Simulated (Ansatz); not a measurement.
# C5H8O2: the cost of one run

Program: Ansatz 0.2.0, Gaussian basis. Level of theory: the settings change from run to run. These are calculated values, not measurements.

**1. The relaxed structure**

The structure was relaxed beforehand with PBE0-D4 in a triple-zeta def2 set.

15 atoms, charge 0, spin multiplicity 1.

Atoms are counted from 1 here; the program's logs count them from 0.

Bond lengths: C1–C2 1.513 Å, C1–H8 1.091 Å, C1–H9 1.091 Å, C1–H10 1.091 Å, C2–C3 1.504 Å, C2–H11 1.098 Å, C2–H12 1.098 Å, C3–O4 1.205 Å, C3–C5 1.520 Å, C5–C6 1.509 Å, C5–H13 1.090 Å, C5–H14 1.095 Å, C6–O7 1.198 Å, C6–H15 1.108 Å. Angles: C2–C1–H8 110.9°, C2–C1–H9 110.7°, C2–C1–H10 110.9°, H8–C1–H9 108.5°, H8–C1–H10 107.2°, H9–C1–H10 108.5°, C1–C2–C3 113.9°, C1–C2–H11 111.9°, C1–C2–H12 111.7°, C3–C2–H11 107.0°, C3–C2–H12 107.1°, H11–C2–H12 104.5°, C2–C3–O4 123.3°, C2–C3–C5 116.4°, O4–C3–C5 120.3°, C3–C5–C6 109.5°, C3–C5–H13 113.5°, C3–C5–H14 106.8° and more.

**2. wB97M-V/6-31G**

Options: multiplicity 3.

Contents of in.yaml:

```yaml
crystal:
  periodic: [false, false, false]
  atoms:
    - {symbol: C, position_ang: [-1.162779, 0.509985, 1.958044]}
    - {symbol: C, position_ang: [-0.311012, -0.332691, 1.034976]}
    - {symbol: C, position_ang: [0.318858, 0.441515, -0.089595]}
    - {symbol: O, position_ang: [0.169774, 1.627541, -0.241613]}
    - {symbol: C, position_ang: [1.143382, -0.360501, -1.083387]}
    - {symbol: C, position_ang: [0.482779, -0.312101, -2.439503]}
    - {symbol: O, position_ang: [0.211981, -1.285316, -3.083582]}
    - {symbol: H, position_ang: [-1.979518, 0.982958, 1.411051]}
    - {symbol: H, position_ang: [-1.589268, -0.101557, 2.754773]}
    - {symbol: H, position_ang: [-0.573419, 1.307674, 2.412331]}
    - {symbol: H, position_ang: [-0.885725, -1.150116, 0.579715]}
    - {symbol: H, position_ang: [0.501115, -0.834834, 1.576486]}
    - {symbol: H, position_ang: [1.291490, -1.398398, -0.786612]}
    - {symbol: H, position_ang: [2.110743, 0.145380, -1.174125]}
    - {symbol: H, position_ang: [0.249801, 0.709661, -2.799560]}
basis:
  gaussian: {orbitals: 6-31G}
magnetization: {spin_polarized: true, initial_magnetization: 2}
hamiltonian: {xc: {name: wB97M-V}}
output: {forces: true}
```

Started as:

```
ansatz run in.yaml --threads 4 --pin off --events-out ev --progress --plain --max-ram 11315MiB
```

What time and memory should one allow on 4 threads of Arm Neoverse V2, shared host?

About 12 s, with a peak of 0.5 GiB.
